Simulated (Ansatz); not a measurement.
**CH3Cu: ionisation energy by level of theory**

The task here is to estimate one member of a computed series from the others.

The runs use Ansatz 0.2.0, Gaussian basis; unrestricted cation, the program's frozen cores in correlated methods.

Levels to be run: UKS PBE-D4/def2-TZVPP; UKS r2SCAN-D4/def2-TZVPP; UKS PBE0-D4/def2-TZVPP; UKS B3LYP-D4/def2-TZVPP; UKS wB97X-V/def2-TZVPP; UKS wB97M-V/def2-TZVPP; UKS B2PLYP/def2-TZVPP; UHF-CCSD(T)/def2-TZVPP; UHF-MP2/def2-QZVPP; extrapolation to the limit; then −ε(HOMO) from the neutral's earlier runs with LDA (SPW92), PBE-D4, revPBE-D4, BLYP-D4, r2SCAN-D4, B97M-V, PBE0-D4, B3LYP-D4, r2SCANh-D4, r2SCAN0-D4, HSE06-D4, BHLYP-D4, CAM-B3LYP-D4, LC-ωPBE, ωB97X-V, ωB97M-V.

## Structure used throughout

All runs share one geometry, relaxed beforehand with PBE0-D4 in a triple-zeta def2 set.

5 atoms, charge 0, spin multiplicity 1.

Atoms are counted from 1 here; the program's logs count them from 0.

Bond lengths: C1–Cu2 1.901 Å, C1–H3 1.091 Å, C1–H4 1.091 Å, C1–H5 1.091 Å. Angles: Cu2–C1–H3 108.7°, Cu2–C1–H4 108.7°, Cu2–C1–H5 108.7°, H3–C1–H4 110.2°, H3–C1–H5 110.2°, H4–C1–H5 110.2°.

Geometry (Å):

```
C    -0.1505   -0.0112   -0.0638
Cu    1.6454   -0.0509    0.5574
H    -0.6987   -0.8354    0.3960
H    -0.1482   -0.1194   -1.1498
H    -0.5981    0.9432    0.2189
```

The first run:

in.yaml reads:

```yaml
crystal:
  periodic: [false, false, false]
  atoms:
    - {symbol: C, position_ang: [-0.150548, -0.011168, -0.063786]}
    - {symbol: Cu, position_ang: [1.645425, -0.050919, 0.557410]}
    - {symbol: H, position_ang: [-0.698687, -0.835354, 0.395951]}
    - {symbol: H, position_ang: [-0.148210, -0.119403, -1.149777]}
    - {symbol: H, position_ang: [-0.598078, 0.943245, 0.218901]}
basis:
  gaussian: {orbitals: def2-TZVPP}
total_charge: 1
magnetization: {spin_polarized: true, initial_magnetization: 1}
hamiltonian: {xc: pbe, dispersion: d4}
```

Among the steps run: Cation, UKS PBE-D4/def2-TZVPP; Cation, UKS r2SCAN-D4/def2-TZVPP; Cation, UKS PBE0-D4/def2-TZVPP; Cation, UKS B3LYP-D4/def2-TZVPP; Cation, UKS wB97X-V/def2-TZVPP; Cation, UKS wB97M-V/def2-TZVPP; Cation, UKS B2PLYP (frozen core)/def2-TZVPP; Cation, UHF-CCSD(T)/def2-TZVPP; Cation, UHF-MP2/def2-QZVPP.

One of the session's tables, all rows but one given; the rest of the session is left out.

It belongs to the step «Ionisation energies side by side». Orbital estimates, from the neutral's runs:

```
  functional  −ε(HOMO) (eV)
 LDA (SPW92)           5.40
      PBE-D4           5.15
   revPBE-D4           5.06
     BLYP-D4           5.10
   r2SCAN-D4              ?
      B97M-V           5.18
     PBE0-D4           6.22
    B3LYP-D4           6.12
  r2SCANh-D4           5.66
  r2SCAN0-D4           6.30
    HSE06-D4           5.81
    BHLYP-D4           7.18
CAM-B3LYP-D4           7.62
     LC-ωPBE           8.83
     ωB97X-V           8.49
     ωB97M-V           8.49
```

Q: Estimate the row for r2SCAN-D4 from the others.

Worked estimate for «−ε(HOMO) (eV)». Against the share of exact exchange, r2SCANh-D4 (0.1, 5.66), r2SCAN0-D4 (0.25, 6.30) give a slope of 4.27 per unit share; at 0 the line stands at 5.23.

The run gave: −ε(HOMO) (eV): 5.21. In «−ε(HOMO) (eV)» the line misses by +0.02.

Caveats from the session: The cation may have settled in a state other than its lowest; no search over hole states beyond the program's own was made.
